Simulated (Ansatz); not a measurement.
# NiF2 (triplet): geometry and frequencies at several levels

Aim: geometry and frequencies at several levels, for NiF2 (triplet), with the cost of each level. Spin multiplicity 3.

Computed with Ansatz 0.2.0 (the levels named in each step, unless a step's input says otherwise).

### 1 Starting point

Bond lengths: F1–Ni2 1.677 Å, Ni2–F3 1.677 Å. Angles: F1–Ni2–F3 180.0°.

As a file:

```xyz
3

F     0.0000    0.0000   -1.6773
Ni    0.0000    0.0000    0.0000
F     0.0000    0.0000    1.6773
```

### 2 A rough first relaxation, PBE-D4/def2-SVP

input.yaml reads:

```yaml
crystal:
  periodic: [false, false, false]
  atoms:
    - { symbol: F, position_ang: [0.0, 0.0, -1.67728] }
    - { symbol: Ni, position_ang: [0.0, 0.0, 0.0] }
    - { symbol: F, position_ang: [0.0, 0.0, 1.67727] }
magnetization:
  spin_polarized: true
  initial_magnetization: 2
basis:
  gaussian: { orbitals: def2-SVP }
hamiltonian:
  xc: pbe
  dispersion: d4
relax:
  f_tol: 0.03
  max_steps: 200
```

Command:

```sh
$ ansatz run input.yaml --threads 2 --pin off --max-ram 5120MiB --backend cpu --events-out ev --progress --plain --runs-dir out
```

The runs that follow: Relaxation, HF/STO-3G; Frequencies, HF/STO-3G; Relaxation, HF/def2-SVP; Frequencies, HF/def2-SVP; Relaxation, LDA/def2-SVP; Frequencies, LDA/def2-SVP; Relaxation, PBE-D4/def2-SVP; Frequencies, PBE-D4/def2-SVP.

Q: Predict the outcome of this session. Wanted: F1–Ni2 at PBE-D4/def2-SVP; Ni2–F3 at PBE-D4/def2-SVP; frequencies at PBE-D4/def2-SVP.

The runs gave:

```
                      quantity            value
     F1–Ni2 at PBE-D4/def2-SVP          1.705 Å
     Ni2–F3 at PBE-D4/def2-SVP          1.705 Å
frequencies at PBE-D4/def2-SVP  129 to 801 cm⁻¹
```

**Reading.** The F–Ni distance spreads over 0.174 Å, from HF/STO-3G (shortest) to HF/def2-SVP. No mode is imaginary, so the geometry is a minimum. <S²> exceeds the pure value by up to 0.50: some mean fields break spin symmetry, which blurs their results.
